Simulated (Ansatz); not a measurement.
# CH₈GeSi₂: small, medium and large basis sets

The task here is to estimate one member of a computed series from the others.

Method: one geometry, several basis sets; program: Ansatz 0.2.0, Gaussian basis.

The runs, in order: PBE0-D4/def2-SVP; ωB97M-V/def2-SVP; PBE0-D4/def2-QZVPP; ωB97M-V/def2-QZVPP; the functionals' def2-TZVPP values are taken from earlier runs.

### Structure used throughout

The geometry comes from an earlier relaxation with PBE0-D4 in a triple-zeta def2 set; it is a stationary point, not always the lowest conformer.

SMILES `[SiH3][GeH]1[CH2][SiH2]1`, 12 atoms, charge 0, spin multiplicity 1.

Atoms are counted from 1 here; the program's logs count them from 0.

Bond lengths: Si1–Ge2 2.356 Å, Si1–H5 1.486 Å, Si1–H6 1.487 Å, Si1–H7 1.487 Å, Ge2–C3 2.021 Å, Ge2–Si4 2.305 Å, Ge2–H8 1.533 Å, C3–Si4 1.873 Å, C3–H9 1.087 Å, C3–H10 1.087 Å, Si4–H11 1.482 Å, Si4–H12 1.482 Å. Angles: Ge2–Si1–H5 110.9°, Ge2–Si1–H6 111.7°, Ge2–Si1–H7 107.3°, H5–Si1–H6 108.8°, H5–Si1–H7 109.2°, H6–Si1–H7 109.0°, Si1–Ge2–C3 114.0°, Si1–Ge2–Si4 121.4°, Si1–Ge2–H8 118.6°, C3–Ge2–Si4 50.8°, C3–Ge2–H8 112.2°, Si4–Ge2–H8 118.7°, Ge2–C3–Si4 72.5°, Ge2–C3–H9 115.6°, Ge2–C3–H10 115.1°, Si4–C3–H9 118.2°, Si4–C3–H10 118.2°, H9–C3–H10 111.9° and more.

The first run:

Input file in.yaml:

```yaml
crystal:
  periodic: [false, false, false]
  atoms:
    - {symbol: Si, position_ang: [-1.854356, 1.101075, 0.606607]}
    - {symbol: Ge, position_ang: [0.283068, 0.775251, -0.329795]}
    - {symbol: C, position_ang: [1.341534, -0.711832, 0.538216]}
    - {symbol: Si, position_ang: [0.916168, -1.263258, -1.200037]}
    - {symbol: H, position_ang: [-2.751380, 1.800987, -0.349296]}
    - {symbol: H, position_ang: [-1.787964, 1.890002, 1.865904]}
    - {symbol: H, position_ang: [-2.413764, -0.243157, 0.907636]}
    - {symbol: H, position_ang: [1.148264, 2.004384, -0.630514]}
    - {symbol: H, position_ang: [0.853104, -1.211831, 1.370291]}
    - {symbol: H, position_ang: [2.377693, -0.471416, 0.760711]}
    - {symbol: H, position_ang: [-0.068848, -2.361776, -1.337678]}
    - {symbol: H, position_ang: [2.033581, -1.363628, -2.168043]}
basis:
  gaussian: {orbitals: def2-SVP}
hamiltonian: {xc: pbe0, dispersion: d4}
output: {orbitals: {seedname: orbitals}}
```

Run with:

```
ansatz run in.yaml --threads 4 --pin off --events-out ev --progress --plain --max-ram 10444MiB
```

Among the steps run: PBE0-D4 in def2-SVP; ωB97M-V in def2-SVP; PBE0-D4 in def2-QZVPP; ωB97M-V in def2-QZVPP.

One table of the session follows, with a row left open; its other results are not shown here.

It belongs to the step «Functionals by basis». 

| functional | basis | HOMO (eV) |
| --- | --- | --- |
| PBE0-D4 | def2-SVP | -6.55 |
| PBE0-D4 | def2-TZVPP | -6.55 |
| PBE0-D4 | def2-QZVPP | -6.55 |
| ωB97M-V | def2-SVP | ? |
| ωB97M-V | def2-TZVPP | -8.51 |
| ωB97M-V | def2-QZVPP | -8.51 |

Q: Estimate the row for ωB97M-V, def2-SVP from the others.

**Answer.** HOMO (eV): -8.49. In the column «HOMO (eV)» it lies between ωB97M-V, def2-QZVPP (-8.51) and PBE0-D4, def2-SVP (-6.55).
